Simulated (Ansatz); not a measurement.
**CH5GaO: a trajectory, and a look at its input**

A trajectory is wanted. The input is run as typed. The step meant is a 1,1-elimination at charge 0 and multiplicity 1, which changes O2–H3, Ga1–O2, Ga1–H3.

Program: Ansatz 0.2.0, Gaussian basis. Level of theory: PBE0-D4/def2-SVP. These are calculated values, not measurements.

## (1) The structure

```tsv
atom	x (Å)	y (Å)	z (Å)
Ga1	0.05229	-0.39788	-0.61798
O2	1.38710	0.59537	-1.29087
H3	-0.43712	-1.59739	-1.50362
C4	-0.57869	0.19041	1.13342
H5	1.69587	0.30528	-2.15108
H6	-1.64005	0.44657	1.09410
H7	-0.01596	1.06386	1.46381
H8	-0.46334	-0.60611	1.87221
```

## (2) The run

Input file run/in.yaml:

```yaml
crystal:
  periodic: [false, false, false]
  atoms:
    - {symbol: Ga, position_ang: [0.052287, -0.397883, -0.617975]}
    - {symbol: O, position_ang: [1.387097, 0.595368, -1.290871]}
    - {symbol: H, position_ang: [-0.437117, -1.597387, -1.503620]}
    - {symbol: C, position_ang: [-0.578686, 0.190406, 1.133422]}
    - {symbol: H, position_ang: [1.695874, 0.305284, -2.151076]}
    - {symbol: H, position_ang: [-1.640053, 0.446567, 1.094102]}
    - {symbol: H, position_ang: [-0.015960, 1.063859, 1.463806]}
    - {symbol: H, position_ang: [-0.463342, -0.606115, 1.872214]}
basis:
  gaussian: {orbitals: def2-SVP}
hamiltonian: {xc: pbe0, dispersion: d4}
md: {n_steps: 30, timestep: -0.5, temperature: 500, ensemble: nvt_nose_hoover, seed: 34, initial_velocities: maxwell_boltzmann}
```

Launch:

```bash
$ ansatz run in.yaml --threads 2 --pin off --events-out ev --progress --plain --max-ram 4352MiB
```

Before running it: what results should come out? Wanted: outcome.

**Answer**, as computed:

```
   quantity              value
    outcome            refused
      fault  negative timestep
steps taken                  0
```

In words: The program refused the input before any work. A timestep must be positive. The cure: give a positive step.
